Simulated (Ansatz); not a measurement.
# C21H12N8S6: geometry, orbitals and charge

Aim: characterise C21H12N8S6 as a singlet: its structure, frontier levels and distribution of charge.

Program: Ansatz 0.2.0, Gaussian basis. Level of theory: RKS PBE0-D4/def2-SVP. These are calculated values, not measurements.

The runs, in order: relaxation at PBE-D4/def2-SVP; a single point at PBE0-D4/def2-SVP.

1 further run of the same task is left out (set aside as unsound or not needed). Runs told in other sessions of the task aren't counted.

## 1. Where the work starts

SMILES `CN(C)c1ncc(-c2ncc(-c3ncc(-c4ncc(-c5ncc(-c6ncc(C#N)s6)s5)s4)s3)s2)s1`, 47 atoms, charge 0, spin multiplicity 1.

Atoms are counted from 1 here; the program's logs count them from 0.

Bond lengths: C1–N2 1.443 Å, C1–H36 1.091 Å, C1–H37 1.087 Å, C1–H38 1.093 Å, N2–C3 1.439 Å, N2–C4 1.336 Å, C3–H39 1.095 Å, C3–H40 1.090 Å, C3–H41 1.089 Å, C4–N5 1.304 Å, C4–S35 1.768 Å, N5–C6 1.337 Å, C6–C7 1.376 Å, C6–H42 1.074 Å, C7–C8 1.413 Å, C7–S35 1.750 Å, C8–N9 1.305 Å, C8–S34 1.761 Å and more. Angles: N2–C1–H36 109.7°, N2–C1–H37 108.5°, N2–C1–H38 110.6°, H36–C1–H37 109.6°, H36–C1–H38 109.0°, H37–C1–H38 109.3°, C1–N2–C3 117.7°, C1–N2–C4 119.8°, C3–N2–C4 121.3°, N2–C3–H39 111.6°, N2–C3–H40 110.0°, N2–C3–H41 109.0°, H39–C3–H40 108.4°, H39–C3–H41 108.9°, H40–C3–H41 109.0°, N2–C4–N5 124.4°, N2–C4–S35 121.3°, N5–C4–S35 114.3° and more.

The start is a GFN2-xTB geometry.

## 2. Optimising with PBE-D4/def2-SVP

The input, in.yaml:

```yaml
crystal:
  periodic: [false, false, false]
  atoms:
    - {symbol: C, position_ang: [11.189630, -0.331340, 0.382290]}
    - {symbol: N, position_ang: [9.883720, -0.541800, 0.959580]}
    - {symbol: C, position_ang: [9.804020, -0.724160, 2.385060]}
    - {symbol: C, position_ang: [8.789270, -0.321290, 0.225660]}
    - {symbol: N, position_ang: [8.799320, -0.064490, -1.052980]}
    - {symbol: C, position_ang: [7.563570, 0.081850, -1.542950]}
    - {symbol: C, position_ang: [6.525550, -0.052880, -0.649160]}
    - {symbol: C, position_ang: [5.142040, 0.058970, -0.916040]}
    - {symbol: N, position_ang: [4.656870, 0.366990, -2.088060]}
    - {symbol: C, position_ang: [3.326980, 0.414910, -2.084690]}
    - {symbol: C, position_ang: [2.710700, 0.132900, -0.880190]}
    - {symbol: C, position_ang: [1.326860, 0.099300, -0.589070]}
    - {symbol: N, position_ang: [0.814000, -0.232750, 0.560350]}
    - {symbol: C, position_ang: [-0.516760, -0.186360, 0.556710]}
    - {symbol: C, position_ang: [-1.103830, 0.199560, -0.632340]}
    - {symbol: C, position_ang: [-2.477160, 0.344070, -0.941170]}
    - {symbol: N, position_ang: [-2.937380, 0.739660, -2.090580]}
    - {symbol: C, position_ang: [-4.266510, 0.790440, -2.121210]}
    - {symbol: C, position_ang: [-4.908930, 0.419940, -0.954090]}
    - {symbol: C, position_ang: [-6.310070, 0.393710, -0.736000]}
    - {symbol: N, position_ang: [-7.180350, 0.737470, -1.643660]}
    - {symbol: C, position_ang: [-8.433430, 0.635780, -1.205980]}
    - {symbol: C, position_ang: [-8.583420, 0.196420, 0.094890]}
    - {symbol: C, position_ang: [-9.777120, -0.011690, 0.830470]}
    - {symbol: N, position_ang: [-9.821780, -0.432360, 2.057530]}
    - {symbol: C, position_ang: [-11.069120, -0.548830, 2.514810]}
    - {symbol: C, position_ang: [-12.062040, -0.207930, 1.622920]}
    - {symbol: C, position_ang: [-13.440440, -0.236240, 1.834380]}
    - {symbol: N, position_ang: [-14.573070, -0.259890, 2.017910]}
    - {symbol: S, position_ang: [-11.359130, 0.289150, 0.113200]}
    - {symbol: S, position_ang: [-7.023450, -0.102690, 0.793020]}
    - {symbol: S, position_ang: [-3.731700, -0.014300, 0.246710]}
    - {symbol: S, position_ang: [0.128820, 0.520760, -1.814340]}
    - {symbol: S, position_ang: [3.918390, -0.210310, 0.321550]}
    - {symbol: S, position_ang: [7.173790, -0.391620, 0.940530]}
    - {symbol: H, position_ang: [11.826900, -1.192380, 0.591390]}
    - {symbol: H, position_ang: [11.077310, -0.212320, -0.691950]}
    - {symbol: H, position_ang: [11.654930, 0.566320, 0.798740]}
    - {symbol: H, position_ang: [9.742270, 0.234410, 2.910430]}
    - {symbol: H, position_ang: [8.920640, -1.310960, 2.636580]}
    - {symbol: H, position_ang: [10.691410, -1.256060, 2.725230]}
    - {symbol: H, position_ang: [7.427290, 0.293770, -2.586810]}
    - {symbol: H, position_ang: [2.801480, 0.662430, -2.990620]}
    - {symbol: H, position_ang: [-1.059830, -0.444200, 1.448650]}
    - {symbol: H, position_ang: [-4.776410, 1.105810, -3.012290]}
    - {symbol: H, position_ang: [-9.245170, 0.893280, -1.863680]}
    - {symbol: H, position_ang: [-11.238660, -0.891070, 3.519280]}
basis:
  gaussian: {orbitals: def2-SVP, fitting: {mean_field: def2-universal-jkfit}}
hamiltonian: {xc: pbe, dispersion: d4}
scf: {lower_state_search: "off"}
output: {orbitals: {seedname: orbitals}}
relax: {f_tol: 0.03, max_steps: 70}
```

The run is started by

```sh
$ ansatz run in.yaml --threads 2 --pin off --events-out ev --progress --plain --max-ram 22528MiB --backend cuda --devices 0, --max-vram 18GiB
```

Further steps of the session: Single point, PBE0-D4/def2-SVP.

Before running them: what should the planned runs give, taken together? Wanted: point group; commonest bond, hydrogen aside; HOMO, LUMO at PBE0-D4/def2-SVP; dipole at PBE-D4/def2-SVP.

The runs gave:

| quantity | value |
| --- | --- |
| point group | C1 |
| commonest bond, hydrogen aside | C–N, 16 of mean length 1.345 Å |
| HOMO, LUMO at PBE0-D4/def2-SVP | -5.67, -3.13 eV |
| dipole at PBE-D4/def2-SVP | 10.37 D |

In words: The molecule keeps its bonding pattern by the stored test; the atoms moved 0.15 Å (rms). No usable vibrations, so a minimum isn't proven. The HOMO lies nearest to C7, C11 about 10 % each; N2 9 % and the LUMO to C16, C20 about 8 % each; S30, S31 about 7 % each. The point group is read from a loosely relaxed geometry; soft torsions can leave it below the true symmetry.
